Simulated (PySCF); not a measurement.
# LiBr+: from the state search to spectroscopic constants

One table from this session's results is given with a row withheld; the runs are named, their logs left out.

Computed with PySCF 2.14.0. Level: Li jorge-DZP-DKH, Br jorge-DZP-DKH, spin-free X2C with a Gaussian nucleus.

The first run:

The job is set up so:

```json
{"atoms": "Li, Br", "charge": "1", "basis": "Li jorge-DZP-DKH, Br jorge-DZP-DKH", "Hamiltonian": "spin-free X2C with a Gaussian nucleus", "basis functions": "58", "electrons treated": "37", "masses in u": "7.0160, 78.9183", "levels": "PBE0, PBE, r²SCAN, M06-2X, r²SCAN0, B2PLYP, ωB97X, HF, MP2, SCS-MP2, CCSD, CCSD(T)", "grid": "80 radial by 434 angular points", "occupations": "held fixed by the projection of orbital angular momentum", "dissociation limit": "Li+ + Br, each in its ground configuration", "starting distance in angstrom": "2.500", "values of 2S to try": "1, 3"}
```

Command:

```console
> OMP_NUM_THREADS=1 python dia.py task.json out
```

Among the steps run: Input; First curve: PBE0; Higher solutions at PBE0; PBE (GGA); r²SCAN (meta-GGA); M06-2X; r²SCAN0 (hybrid meta-GGA); B2PLYP; ωB97X (range-separated hybrid); UHF (mean field); Adding correlation.

One table of the session follows, with a row left open; its other results are not shown here.

It belongs to the step «Constants by level of theory». 

```
      level  Re (Å)  ωe (cm⁻¹)  De (eV)
        UHF   2.714      258.2     0.50
    UHF-MP2   2.665      288.3     0.64
UHF-SCS-MP2   2.669      286.7     0.64
   UHF-CCSD   2.666      290.1     0.66
UHF-CCSD(T)   2.665      291.6     0.67
        PBE   2.670      276.5     0.65
     r²SCAN   2.704      259.6     0.53
       PBE0   2.673      273.2     0.59
    r²SCAN0   2.696      261.7     0.52
     M06-2X   2.677      270.2     0.56
      ωB97X       ?          ?        ?
     B2PLYP   2.658      283.5     0.64
```

Q: Estimate the row for ωB97X from the others.

**Answer.** Re (Å): 2.719; ωe (cm⁻¹): 256.8; De (eV): 0.55. In the column «Re (Å)» it is the highest.

De is counted to Li+ + Br in their ground configurations.
